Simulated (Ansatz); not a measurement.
Working through a test of the smearing width of Ir, space group P6_3/mmc

Program: the Ansatz DFT code, driven from Python.

Typed at the interpreter:
```pycon
>>> import ansatz as az
>>> import numpy as np
>>> import pandas as pd
>>> vectors = np.array([
...     [2.75138, 0.0, 0.0],
...     [-1.37569, 2.38276, 0.0],
...     [0.0, 0.0, 4.46229],
... ])
>>> crystal = (
...     az.Lattice.of(vectors)
...     .atom("Ir", (2 / 3, 1 / 3, 0.75))
...     .atom("Ir", (1 / 3, 2 / 3, 0.25))
... )
>>> base = (
...     crystal.calculation()
...     .functional("PBEsol")
...     .pseudopotentials("paw")
...     .basis(510)
...     .kpoints(14, 14, 8)
...     .stress()
... )
>>> rows = []
>>> for value in [0.3, 0.2, 0.1, 0.05]:
...     r = base.occupations("cold", width=value).run().report
...     rows.append((value, r["free_energy_ev"] / len(r["lattice"]["sites"]), r["n_iterations"], sum(r["stress_gpa"][i][i] for i in range(3)) / 3, r["n_kpoints"]))
...
>>> table = pd.DataFrame(rows, columns=["width (eV)", "F/atom (eV)", "iterations", "P (GPa)", "k-points"])
>>> table.round(5)
   width (eV)  F/atom (eV)  iterations   P (GPa)  k-points
0        0.30 -11798.93708           5 -12.49578       120
1        0.20 -11798.93590           5 -12.55627       120
2        0.10 -11798.93522           5 -12.52064       120
3        0.05 -11798.93466           5 -12.50243       120
>>> # differences from the last row
>>> for row in rows[:-1]:
...     shift = 1000 * (row[1] - rows[-1][1])
...     print(f"{row[0]}: {shift:+.2f} meV/atom" + ("  (within 5 meV)" if abs(shift) < 5 else ""))
...
0.3: -2.42 meV/atom  (within 5 meV)
0.2: -1.25 meV/atom  (within 5 meV)
0.1: -0.56 meV/atom  (within 5 meV)
```

Going from 0.05 to 0.3 eV changes F by -2.4 meV an atom. This scheme is built to cancel the term in the square of the width, so the shifts stay small and are partly the mesh's error. The pressure moves from -12.50 to -12.50 GPa.

Caveats:
- The narrowest width needs the finest mesh, so the last row is no converged reference.
- Pressure is positive in compression.
- Spin-orbit coupling, which matters for elements this heavy, is left out.
- At these settings the cell as given stands under about -12 GPa, so it isn't at this functional's equilibrium volume.
- This isn't the structure that Ir takes at ambient conditions.
- Timing: 12 s on 1 thread of Arm Neoverse V2, with other jobs on the host, peak memory 0.46 GiB.
